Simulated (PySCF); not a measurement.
# O4W ([WO4]2-): the cost of one run

Programs: PySCF 2.14.0, with routines of our own; each step states its level. All values are computed. Atoms count from 0.

5 further runs of the same task are left out: 3 for a basis unfit for spin-orbit shieldings, 2 for a known fault of the program.

## Step 1: The starting structure

5 atoms, charge -2, multiplicity 1; geometry from: GFN2-xTB.

## Step 2: Geometry optimisation at PBE0-D3(BJ)/def2-SVP

The job: settings as JSON, then the geometry in Å.

```
{"job": {"xc": "PBE0", "basis": "def2-SVP", "d3": "d3bj", "grid": 1, "maxiter": 30, "shake": 0.03, "kind": "geom"}, "charge": -2, "multiplicity": 1}
W      0.061180    -0.077340     0.012670
O     -0.005780    -0.032260     1.797030
O      1.635900     0.004660    -0.637250
O     -0.757650     1.482830    -0.591630
O     -0.858800    -1.488370    -0.642950
```

Launch:

```
OMP_NUM_THREADS=1 python heavy_run.py task.json out
```

One launch serves the whole session: the jobs run in the order shown.

Q: Estimate the wall time and peak memory of this first job on 1 thread of Arm Neoverse V1, shared host.

About 28 s, with a peak of 0.34 GiB.
